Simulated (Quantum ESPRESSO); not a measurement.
# Be4Tl (R-3m) in Quantum ESPRESSO: projected density of states with PBE

Aim: the projected density of states of Be4Tl with PBE.

Program: Quantum ESPRESSO 7.5. These are calculated values, not measurements. Logs are shortened: lines on timing, memory, paths and dates and some standing lists are left out, and cuts for length are marked.

## (1) The crystal as given

The structure is trigonal, space group R-3m (No. 166). The conventional cell has a = 3.522 Å, b = 3.522 Å, c = 12.397 Å, α = 90.00°, β = 90.00°, γ = 120.00°. Be (site symmetry 2/m) has 2 Tl at 1.76 Å and 4 Be at 1.76 Å as nearest neighbours. Around Be (site symmetry -3m) lie 6 Be at 2.30 Å. Tl (site symmetry -3m) is surrounded by 6 Be at 1.76 Å.

The cell was built by a generator and needn't be a form met in nature.

## (2) Projected density of states, PBE

Contents of pw.in:

```
&CONTROL
  calculation = 'scf'
  prefix = 'pwscf'
  outdir = './tmp'
  pseudo_dir = './pseudo'
  tprnfor = .true.
  tstress = .true.
  disk_io = 'low'
/
&SYSTEM
  ibrav = 0
  nat = 5
  ntyp = 2
  ecutwfc = 45
  ecutrho = 360
  nbnd = 22
  input_dft = 'pbe'
  occupations = 'smearing'
  smearing = 'fd'
  degauss = 0.01469973
/
&ELECTRONS
  conv_thr = 1d-09
  electron_maxstep = 120
  mixing_beta = 0.5
  startingwfc = 'atomic'
/
ATOMIC_SPECIES
Be     9.0122 be_pbesol_v1.4.uspp.F.UPF
Tl   204.3800 tl_pbesol_v1.2.uspp.F.UPF
CELL_PARAMETERS angstrom
   1.7609010200    1.0166566800    4.1323993100
  -1.7609010200    1.0166566800    4.1323993100
   0.0000000000   -2.0333133600    4.1323993100
ATOMIC_POSITIONS angstrom
Be     0.0000000000    1.0166566800    4.1323993100
Be    -0.8804505100   -0.5083283400    4.1323993100
Be     0.8804505100   -0.5083283400    4.1323993100
Be     0.0000000000    0.0000000000    6.1985989650
Tl     0.0000000000    0.0000000000    0.0000000000
K_POINTS automatic
9 9 9 0 0 0
```

Contents of nscf.in:

```
&CONTROL
  calculation = 'nscf'
  prefix = 'pwscf'
  outdir = './tmp'
  pseudo_dir = './pseudo'
  disk_io = 'low'
/
&SYSTEM
  ibrav = 0
  nat = 5
  ntyp = 2
  ecutwfc = 45
  ecutrho = 360
  nbnd = 22
  input_dft = 'pbe'
  occupations = 'tetrahedra_opt'
/
&ELECTRONS
  conv_thr = 1d-08
  electron_maxstep = 120
  mixing_beta = 0.5
  startingwfc = 'atomic'
/
ATOMIC_SPECIES
Be     9.0122 be_pbesol_v1.4.uspp.F.UPF
Tl   204.3800 tl_pbesol_v1.2.uspp.F.UPF
CELL_PARAMETERS angstrom
   1.7609010200    1.0166566800    4.1323993100
  -1.7609010200    1.0166566800    4.1323993100
   0.0000000000   -2.0333133600    4.1323993100
ATOMIC_POSITIONS angstrom
Be     0.0000000000    1.0166566800    4.1323993100
Be    -0.8804505100   -0.5083283400    4.1323993100
Be     0.8804505100   -0.5083283400    4.1323993100
Be     0.0000000000    0.0000000000    6.1985989650
Tl     0.0000000000    0.0000000000    0.0000000000
K_POINTS automatic
14 14 14 0 0 0
```

Contents of projwfc.in:

```
&PROJWFC
  prefix = 'pwscf'
  outdir = './tmp'
  filpdos = 'p'
  Emin = -1
  Emax = 24
  DeltaE = 0.05
/
```

Potentials or basis: GBRV 1.5 PBEsol.

The run is started by

```sh
OMP_NUM_THREADS=1 pw.x -in pw.in > pw.out
OMP_NUM_THREADS=1 pw.x -in nscf.in > nscf.out
OMP_NUM_THREADS=1 projwfc.x -in projwfc.in > projwfc.out
```

pw.out:

```text
This program is part of the open-source Quantum ESPRESSO suite
     for quantum simulation of materials; please cite
         "P. Giannozzi et al., J. Phys.:Condens. Matter 21 395502 (2009);
         "P. Giannozzi et al., J. Phys.:Condens. Matter 29 465901 (2017);
         "P. Giannozzi et al., J. Chem. Phys. 152 154105 (2020);
     in publications or presentations arising from this work. More details at

     IMPORTANT: XC functional enforced from input :
     Exchange-correlation= PBE
                           (   1   4   3   4   0   0   0)
     Any further DFT definition will be discarded
     Please, verify this is what you really want

     Message from routine setup:
     using ibrav=0 with symmetry is DISCOURAGED, use correct ibrav instead

     G-vector sticks info
     --------------------
     sticks:   dense  smooth     PW     G-vecs:    dense   smooth      PW
     Sum        1541     773    251                34505    12261    2305

     Using Slab Decomposition

     bravais-lattice index     =            0
     lattice parameter (alat)  =       8.7032  a.u.
     unit-cell volume          =     299.5432 (a.u.)^3
     number of atoms/cell      =            5
     number of atomic types    =            2
     number of electrons       =        29.00
     number of Kohn-Sham states=           22
     kinetic-energy cutoff     =      45.0000  Ry
     charge density cutoff     =     360.0000  Ry
     scf convergence threshold =      1.0E-09
     mixing beta               =       0.5000
     number of iterations used =            8  plain     mixing
     Exchange-correlation= PBE
                           (   1   4   3   4   0   0   0)

     celldm(1)=   8.703227  celldm(2)=   0.000000  celldm(3)=   0.000000
     celldm(4)=   0.000000  celldm(5)=   0.000000  celldm(6)=   0.000000

     crystal axes: (cart. coord. in units of alat)
               a(1) = (   0.382343   0.220746   0.897265 )
               a(2) = (  -0.382343   0.220746   0.897265 )
               a(3) = (   0.000000  -0.441492   0.897265 )

     reciprocal axes: (cart. coord. in units 2 pi/alat)
               b(1) = (  1.307725  0.755016  0.371499 )
               b(2) = ( -1.307725  0.755016  0.371499 )
               b(3) = (  0.000000 -1.510031  0.371499 )

     PseudoPot. # 1 for Be read from file:
     be_pbesol_v1.4.uspp.F.UPF
     Pseudo is Ultrasoft, Zval =  4.0
     Generated by new atomic code, or converted to UPF format
     Using radial grid of  769 points,  6 beta functions with:
                l(1) =   0
                l(2) =   0
                l(3) =   0
                l(4) =   1
                l(5) =   1
                l(6) =   2
     Q(r) pseudized with 10 coefficients,  rinner =    1.000   1.000   1.000
                                                       1.000   1.000

     PseudoPot. # 2 for Tl read from file:
     tl_pbesol_v1.2.uspp.F.UPF
     Pseudo is Ultrasoft + core correction, Zval = 13.0
     Generated by new atomic code, or converted to UPF format
     Using radial grid of  899 points,  6 beta functions with:
                l(1) =   0
                l(2) =   0
                l(3) =   1
                l(4) =   1
                l(5) =   2
                l(6) =   2
     Q(r) pseudized with  6 coefficients,  rinner =    1.100   1.100   1.100
                                                       1.100   1.100

     atomic species   valence    mass     pseudopotential
     Be                4.00     9.01220     Be( 1.00)
     Tl               13.00   204.38000     Tl( 1.00)

     12 Sym. Ops., with inversion, found

   Cartesian axes

     site n.     atom                  positions (alat units)
         1        Be     tau(   1) = (   0.0000000   0.2207460   0.8972652  )
         2        Be     tau(   2) = (  -0.1911716  -0.1103730   0.8972652  )
         3        Be     tau(   3) = (   0.1911716  -0.1103730   0.8972652  )
         4        Be     tau(   4) = (   0.0000000   0.0000000   1.3458978  )
         5        Tl     tau(   5) = (   0.0000000   0.0000000   0.0000000  )

     number of k points=    85  Fermi-Dirac smearing, width (Ry)=  0.0147
                       cart. coord. in units 2pi/alat
        k(    1) = (   0.0000000   0.0000000   0.0000000), wk =   0.0027435
        k(    2) = (   0.0000000  -0.1677812   0.0412777), wk =   0.0164609
        k(    3) = (   0.0000000  -0.3355625   0.0825554), wk =   0.0164609
        k(    4) = (   0.0000000  -0.5033437   0.1238331), wk =   0.0164609
        k(    5) = (   0.0000000  -0.6711249   0.1651108), wk =   0.0164609
        k(    6) = (  -0.1453028  -0.0838906   0.0825554), wk =   0.0164609
[... 77 lines left out ...]
        k(   84) = (  -0.0000000   0.0000000   0.4953323), wk =   0.0054870
        k(   85) = (   0.0000000   1.3422499   0.1651108), wk =   0.0164609

     Dense  grid:    34505 G-vectors     FFT dimensions: (  54,  54,  54)

     Smooth grid:    12261 G-vectors     FFT dimensions: (  40,  40,  40)

     Check: negative core charge=   -0.000003

     Initial potential from superposition of free atoms

     starting charge      28.9950, renormalised to      29.0000

     negative rho (up, down):  4.568E-02 0.000E+00
     Starting wfcs are   29 atomic wfcs

     Self-consistent Calculation

     iteration #  1     ecut=    45.00 Ry     beta= 0.50
     Davidson diagonalization with overlap
     ethr =  1.00E-02,  avg # of iterations =  3.4

     negative rho (up, down):  4.588E-02 0.000E+00

     total energy              =    -255.99949662 Ry
     estimated scf accuracy    <       1.44622609 Ry

     iteration #  2     ecut=    45.00 Ry     beta= 0.50
     Davidson diagonalization with overlap
     ethr =  4.99E-03,  avg # of iterations =  2.1

     negative rho (up, down):  4.679E-02 0.000E+00

     total energy              =    -256.32208001 Ry
     estimated scf accuracy    <       0.09203109 Ry
[... 7 lines left out ...]
     total energy              =    -256.35248197 Ry
     estimated scf accuracy    <       0.00754350 Ry

     iteration #  4     ecut=    45.00 Ry     beta= 0.50
     Davidson diagonalization with overlap
     ethr =  2.60E-05,  avg # of iterations =  4.8

     negative rho (up, down):  4.814E-02 0.000E+00

     total energy              =    -256.35395765 Ry
     estimated scf accuracy    <       0.00047401 Ry

     iteration #  5     ecut=    45.00 Ry     beta= 0.50
     Davidson diagonalization with overlap
     c_bands:  1 eigenvalues not converged
     ethr =  1.63E-06,  avg # of iterations =  4.6

     negative rho (up, down):  4.818E-02 0.000E+00

     total energy              =    -256.35404708 Ry
     estimated scf accuracy    <       0.00004989 Ry

     iteration #  6     ecut=    45.00 Ry     beta= 0.50
     Davidson diagonalization with overlap
     ethr =  1.72E-07,  avg # of iterations =  3.0

     negative rho (up, down):  4.818E-02 0.000E+00

     total energy              =    -256.35405983 Ry
     estimated scf accuracy    <       0.00002003 Ry

     iteration #  7     ecut=    45.00 Ry     beta= 0.50
     Davidson diagonalization with overlap
     ethr =  6.91E-08,  avg # of iterations =  2.0
[... 15 lines left out ...]
     iteration #  9     ecut=    45.00 Ry     beta= 0.50
     Davidson diagonalization with overlap
     ethr =  5.00E-10,  avg # of iterations =  2.0

     negative rho (up, down):  4.817E-02 0.000E+00

     total energy              =    -256.35406387 Ry
     estimated scf accuracy    <          4.0E-09 Ry

     iteration # 10     ecut=    45.00 Ry     beta= 0.50
     Davidson diagonalization with overlap
     ethr =  1.37E-11,  avg # of iterations =  3.9

     negative rho (up, down):  4.817E-02 0.000E+00

     End of self-consistent calculation

          k = 0.0000 0.0000 0.0000 (  1517 PWs)   bands (ev):

   -87.5220 -85.6413 -85.4644 -85.4644  -2.1422  -2.1422  -1.7243  -0.6713
    -0.6713   1.1065   7.0348   8.9215  11.1748  11.1748  13.4556  16.9399
    16.9399  20.4249  22.9319  23.2580  23.2580  23.8193

          k = 0.0000-0.1678 0.0413 (  1522 PWs)   bands (ev):

   -87.5220 -85.6357 -85.4687 -85.4643  -2.2495  -2.2116  -1.7201  -0.7535
    -0.6898   1.2227   7.3128   9.1562  10.4721  11.2408  13.6898  16.3524
    16.8475  21.0421  21.5612  23.0231  23.5094  24.2246

          k = 0.0000-0.3356 0.0826 (  1525 PWs)   bands (ev):

   -87.5220 -85.6197 -85.4811 -85.4640  -2.5069  -2.3833  -1.7137  -0.9471
    -0.7361   1.5848   7.8256   8.7873  10.3347  11.4057  14.2285  15.1387
    16.6177  19.5969  20.8709  23.5519  24.1729  25.6516

          k = 0.0000-0.5033 0.1238 (  1522 PWs)   bands (ev):
[... 431 lines left out ...]
          k = 0.0000-0.0000 0.3715 (  1514 PWs)   bands (ev):

   -87.5219 -85.6414 -85.4644 -85.4644  -2.1459  -2.1459  -1.7241  -0.6645
    -0.6645   1.6703   5.4829   8.7635  11.1899  11.1899  16.1239  17.5533
    17.5533  19.4860  20.8558  20.8558  22.0864  24.6019

          k = 0.0000-0.1678 0.4128 (  1511 PWs)   bands (ev):

   -87.5219 -85.6357 -85.4687 -85.4643  -2.2530  -2.2154  -1.7225  -0.7513
    -0.6842   1.8665   5.5788   8.9713  10.4256  11.2743  16.7688  17.3331
    17.5438  18.9136  20.4124  21.1842  22.7851  23.9018

          k = 0.0000 1.1745 0.0826 (  1525 PWs)   bands (ev):

   -87.5220 -85.6198 -85.4811 -85.4640  -2.5095  -2.3860  -1.7203  -0.9606
    -0.7255   2.2488   6.2232   8.2928  10.2856  11.3247  16.4889  17.0643
    17.2573  18.3271  21.2376  21.7457  22.0715  24.2595

          k = 0.0000 1.0067 0.1238 (  1524 PWs)   bands (ev):

   -87.5220 -85.5969 -85.4999 -85.4636  -2.7782  -2.5729  -1.7209  -1.1704
    -0.7685   2.7875   6.6248   7.4067  11.2134  11.2993  14.6506  16.5737
    17.3846  19.4170  21.0499  21.8477  22.3211  23.9940

          k =-0.1453-0.0839 0.4541 (  1515 PWs)   bands (ev):

   -87.5219 -85.6357 -85.4687 -85.4643  -2.2537  -2.2153  -1.7228  -0.7589
    -0.6755   1.9470   5.4161   8.9725  10.5188  11.1547  16.8310  17.2609
    18.0265  19.3535  20.1953  20.2922  23.0176  24.3859

          k =-0.1453 1.2584 0.1238 (  1517 PWs)   bands (ev):

   -87.5219 -85.6249 -85.4768 -85.4642  -2.4277  -2.3417  -1.7213  -0.8997
    -0.7133   2.2055   5.8548   9.1593   9.3377  11.5771  16.3765  17.1234
    18.1452  18.7419  20.5543  20.8413  23.4783  24.1418

          k =-0.1453 1.0906 0.1651 (  1525 PWs)   bands (ev):

   -87.5220 -85.6054 -85.4921 -85.4644  -2.6762  -2.5296  -1.7220  -1.0890
    -0.7729   2.6326   6.7813   7.6743   9.3889  12.5070  15.1990  16.3750
    17.9151  19.5378  20.9734  21.1937  23.0746  24.0864

          k = 1.0171 0.5872-0.2064 (  1514 PWs)   bands (ev):

   -87.5219 -85.6197 -85.4811 -85.4640  -2.5098  -2.3858  -1.7211  -0.9685
    -0.7165   2.3353   6.0532   8.3339  10.3024  11.1943  15.6879  17.6105
    17.8666  19.1952  20.5536  20.9537  23.2578  24.1224

          k =-0.0000 0.0000 0.4953 (  1534 PWs)   bands (ev):

   -87.5220 -85.6414 -85.4644 -85.4644  -2.1471  -2.1471  -1.7243  -0.6625
    -0.6625   1.9075   5.0072   8.7539  11.1928  11.1928  17.4352  17.8836
    17.8836  18.6088  20.1773  20.1773  21.9246  24.6721

          k = 0.0000 1.3422 0.1651 (  1514 PWs)   bands (ev):

   -87.5219 -85.6357 -85.4687 -85.4643  -2.2539  -2.2158  -1.7232  -0.7548
    -0.6788   2.0368   5.2433   8.9659  10.4659  11.2135  17.3528  17.7988
    18.1131  18.3844  19.8064  20.4481  22.9225  24.2924

     the Fermi energy is    14.1666 ev

!    total energy              =    -256.35406388 Ry
     estimated scf accuracy    <          2.2E-10 Ry
     smearing contrib. (-TS)   =      -0.01083355 Ry
     internal energy E=F+TS    =    -256.34323033 Ry

     The total energy is F=E-TS. E is the sum of the following terms:
     one-electron contribution =    -110.89402234 Ry
     hartree contribution      =      57.91370581 Ry
     xc contribution           =     -84.17810562 Ry
     ewald contribution        =    -119.18480818 Ry

     convergence has been achieved in  10 iterations

     negative rho (up, down):  4.817E-02 0.000E+00

     Forces acting on atoms (cartesian axes, Ry/au):

     atom    1 type  1   force =     0.00000000   -0.00000000   -0.00000000
     atom    2 type  1   force =     0.00000000    0.00000000    0.00000000
     atom    3 type  1   force =     0.00000000    0.00000000   -0.00000000
     atom    4 type  1   force =     0.00000000    0.00000000    0.00000000
     atom    5 type  2   force =     0.00000000    0.00000000    0.00000000

     Total force =     0.000000     Total SCF correction =     0.000000

     Computing stress (Cartesian axis) and pressure

     negative rho (up, down):  4.817E-02 0.000E+00
          total   stress  (Ry/bohr**3)                   (kbar)     P=     1926.61
   0.02001289  -0.00000000   0.00000000         2944.00       -0.00        0.00
   0.00000000   0.02001289  -0.00000000            0.00     2944.00       -0.00
  -0.00000000  -0.00000000  -0.00073521           -0.00       -0.00     -108.15

=------------------------------------------------------------------------------=
   JOB DONE.
=------------------------------------------------------------------------------=
```

Wall time 2.7 min (1 thread of Intel Xeon 6975P-C (Granite Rapids), shared host); peak memory 0.2 GiB.

What came out:

- Free energy: -3487.8747 eV
- Pressure: 192.7 GPa
- Band gap on the k mesh: none (metal or under the smearing width)
- Loewdin charges: Be -0.51, +0.42; Tl +1.21 e

Stress tensor (GPa, compression positive):
```
294.40   0.00   0.00
  0.00 294.40   0.00
  0.00   0.00 -10.82
```

States per cell in windows of 1 eV (zero at the Fermi level; states under -8 eV left out):
```tsv
from (eV)	total	Be#4 p wfc3	Be#1 p wfc3	Be#2 p wfc3	Be#3 p wfc3	Tl#5 p wfc3	Be#4 s wfc2
-8.0	1.01	0.07	0.17	0.17	0.17	0.18	0.03
-7.0	0.93	0.09	0.17	0.17	0.17	0.15	0.03
-6.0	1.21	0.11	0.26	0.26	0.26	0.16	0.03
-5.0	1.11	0.13	0.23	0.23	0.23	0.16	0.02
-4.0	0.93	0.09	0.19	0.19	0.19	0.15	0.03
-3.0	1.22	0.10	0.27	0.27	0.27	0.18	0.06
-2.0	0.95	0.15	0.20	0.20	0.20	0.07	0.07
-1.0	1.00	0.20	0.18	0.18	0.18	0.08	0.13
0.0	1.07	0.29	0.14	0.14	0.14	0.07	0.20
1.0	1.35	0.52	0.15	0.15	0.15	0.09	0.19
2.0	1.54	0.84	0.15	0.15	0.15	0.07	0.09
3.0	1.16	0.63	0.10	0.10	0.10	0.05	0.10
4.0	0.77	0.20	0.07	0.07	0.07	0.13	0.15
5.0	1.08	0.22	0.10	0.10	0.10	0.26	0.15
6.0	1.51	0.24	0.17	0.17	0.17	0.32	0.13
7.0	1.29	0.20	0.15	0.15	0.15	0.20	0.08
```

Caveat: the potentials were made for another functional, which shifts forces and pressure; a pressure of tens of GPa on the cell as given is suspect, and the run, the potentials or the cell itself is likely at fault.

## (3) For comparison

An earlier run on the cell as given: functional PBE; potentials or basis SSSP 1.3 efficiency PBE; cutoff 748 eV; density cutoff 5987 eV; k mesh 9 × 9 × 9; occupations fermi-dirac, width 0.05 eV; no spin polarisation.

- Pressure: 193.8 GPa
- Band gap on the k mesh: none (metal or under the smearing width)
